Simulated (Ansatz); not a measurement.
# Ga2Te3Pd: from a guess to a relaxed structure

Aim: relax a trial structure of Ga2Te3Pd and see where it ends.

Method: DFT PBE, scalar-relativistic, plane waves, PAW, in Ansatz 0.2.0.

## (1) Starting point

It takes space group P-6m2 (No. 187, hexagonal). Conventional cell: a = 6.612 Å, b = 6.612 Å, c = 4.705 Å, α = 90.00°, β = 90.00°, γ = 120.00°. Ga (site symmetry -6m2) is surrounded by 6 Te at 3.31 Å. Ga (site symmetry -6m2) is surrounded by 6 Te at 3.12 Å. Te (site symmetry mm2) is surrounded by 2 Pd at 2.94 Å and 2 Te at 3.07 Å and 4 Ga at 3.12 to 3.31 Å. Around Pd (site symmetry -6m2) lie 6 Te at 2.94 Å.

As a file:

```cif
data_structure
_symmetry_space_group_name_H-M 'P-6m2'
_symmetry_Int_Tables_number 187
_cell_length_a 6.6121
_cell_length_b 6.6121
_cell_length_c 4.7046
_cell_angle_alpha 90.000
_cell_angle_beta 90.000
_cell_angle_gamma 120.000
_cell_volume 178.13
loop_
_atom_site_label
_atom_site_type_symbol
_atom_site_symmetry_multiplicity
_atom_site_Wyckoff_symbol
_atom_site_fract_x
_atom_site_fract_y
_atom_site_fract_z
_atom_site_occupancy
Ga1 Ga 1 e 0.66667 0.33333 0.00000 1
Ga2 Ga 1 d 0.33333 0.66667 0.50000 1
Te1 Te 3 j 0.15453 0.84547 0.00000 1
Pd1 Pd 1 b 0.00000 0.00000 0.50000 1
```

Recipe of the guess: random cell by space group and Wyckoff sites (P-6m2, No. 187). Its size is a rough estimate.

## (2) Probe: one point on a coarse mesh

input.yaml reads:

```yaml
crystal:
  lattice:
    - [6.61206881, 0.0, 0.0]
    - [-3.3060344, 5.72621956, 0.0]
    - [0.0, 0.0, 4.70461191]
  atoms:
    - { symbol: Ga, position: [0.0, 0.0, 0.0] }
    - { symbol: Ga, position: [0.66666667, 0.33333333, 0.5] }
    - { symbol: Te, position: [0.48786612, 0.51213388, 0.0] }
    - { symbol: Te, position: [0.48786612, 0.97573224, 0.0] }
    - { symbol: Te, position: [0.02426776, 0.51213388, 0.0] }
    - { symbol: Pd, position: [0.33333333, 0.66666667, 0.5] }
basis:
  ecutwfc: 420
kpoints:
  mp_grid: { grid: [3, 3, 4] }
hamiltonian:
  xc: pbe
scf:
  occupations: { method: gaussian, width: 0.1 }
  lower_state_search: "off"
output:
  forces: true
  stress: true
  eigenvalues: true
```

Run with:

```sh
> ansatz run input.yaml --threads 1 --pin off --max-ram 2560MiB --backend cpu --events-out ev --progress --plain --runs-dir out
```

The session goes on with these runs: a loose first relaxation; spin check on a coarse mesh; full relaxation.

Q: Predict the outcome of this session. Wanted: conventional cell; volume; energy over the elements; gap on the mesh.

The runs gave:

| quantity | value |
| --- | --- |
| symmetry at the end (tolerance 0.05 Å) | space group P-6m2 (No. 187) |
| conventional cell | a = 7.204 Å, b = 7.204 Å, c = 3.920 Å, α = 90.00°, β = 90.00°, γ = 120.00° |
| volume | 29.37 Å³/atom |
| energy over the elements | +0.05 eV/atom |
| gap on the mesh | none (metal) |

What this shows: The space group P-6m2 (No. 187) is kept, and the volume per atom shrinks by 1.1 % from the first guess. The formation energy is positive, so the separate elements lie lower. No finished test with a distortion of lower symmetry is shown, so the end may be a saddle point. The runs treat Te without spin-orbit coupling. Other magnetic orders were not searched.
